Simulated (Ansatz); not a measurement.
**SiGeH₃ (quartet): from Hartree-Fock to the top rungs, cc-pVTZ**

How much of the correlation energy of SiGeH₃ (quartet) does each wave-function method recover here?

The runs use Ansatz 0.2.0, Gaussian basis; cc-pVTZ, correlated electrons: outside noble gas.

The runs, in order: UHF; CCSD(T) on ROHF; CCSD(T) on UHF; BCCD(T) on ROHF; CCSDT(Q) on ROHF; CCSDT(Q) on UHF; CASSCF and NEVPT2, 11 electrons in 11 orbitals.

**1. The geometry**

The geometry is a PBE0/def2-TZVP stationary point (not a proven minimum) of the parent state, kept for this charge and spin. No spin-orbit coupling is included. The filled d shell of Ge may be among the frozen orbitals whatever the setting's name suggests; the logs give the count.

5 atoms, charge 0, spin multiplicity 4.

Atoms are counted from 1 here; the program's logs count them from 0.

Bond lengths: Si1–Ge2 2.352 Å, Si1–H3 1.492 Å, Si1–H4 1.492 Å, Ge2–H5 1.595 Å. Angles: Ge2–Si1–H3 129.6°, Ge2–Si1–H4 123.5°, H3–Si1–H4 106.9°, Si1–Ge2–H5 86.6°.

In the tables R marks a restricted open-shell determinant and U an unrestricted one; 'valence' is the active space of 11 electrons in 11 orbitals; correlation energies count from the lowest restricted Hartree-Fock solution.

**2. UHF**

Contents of in.yaml:

```yaml
crystal:
  periodic: [false, false, false]
  atoms:
    - {symbol: Si, position_ang: [0.000000, 0.018056, 1.651607]}
    - {symbol: Ge, position_ang: [0.000000, -0.028376, -0.700224]}
    - {symbol: H, position_ang: [0.000000, 1.185718, 2.580640]}
    - {symbol: H, position_ang: [0.000000, -1.209392, 2.499223]}
    - {symbol: H, position_ang: [0.000000, 1.565561, -0.637062]}
basis:
  gaussian: {orbitals: cc-pVTZ}
magnetization: {spin_polarized: true, initial_magnetization: 3}
hamiltonian: {xc: hf}
output: {orbitals: {seedname: orbitals}}
```

The run is started by

```
ansatz run in.yaml --threads 1 --pin off --events-out ev --progress --plain --max-ram 2816MiB --backend cpu
```

Further steps of the session: CCSD(T) on ROHF; CCSD(T) on UHF; BCCD(T) on ROHF; CCSDT(Q) on ROHF; CCSDT(Q) on UHF; CASSCF and NEVPT2, 11 electrons in 11 orbitals.

**Question.** What will the summary of the whole plan be? Wanted: correlation energy, UCCSDT(Q); RMP2 from UCCSDT(Q); UMP2 from UCCSDT(Q); RCCSD from UCCSDT(Q); RCCSD(T) from UCCSDT(Q); UCCSD(T) from UCCSDT(Q); RCCSDT(Q) from UCCSDT(Q); NEVPT2 valence from UCCSDT(Q); T1 diagnostic.

The runs gave:

```
                                      quantity                      value
                 correlation energy, UCCSDT(Q)                 -6.5421 eV
                           RMP2 from UCCSDT(Q)            +30.34 kcal/mol
                           UMP2 from UCCSDT(Q)            +30.68 kcal/mol
                          RCCSD from UCCSDT(Q)             +6.91 kcal/mol
                       RCCSD(T) from UCCSDT(Q)             +1.52 kcal/mol
                       UCCSD(T) from UCCSDT(Q)             +1.22 kcal/mol
                      RCCSDT(Q) from UCCSDT(Q)             +0.32 kcal/mol
                 NEVPT2 valence from UCCSDT(Q)            +30.40 kcal/mol
levels of the table within 1 kcal/mol (43 meV)  RCCSDT, UCCSDT, RCCSDT(Q)
                                 T1 diagnostic                      0.026
                effectively unpaired electrons                       3.03
```

RCCSD(T) lands +1.52 kcal/mol from the yardstick (1.0 % of the correlation energy). One determinant dominates. These misses are within one basis, not against nature; the frozen cores of restricted and unrestricted runs differ, which can shift their rows.
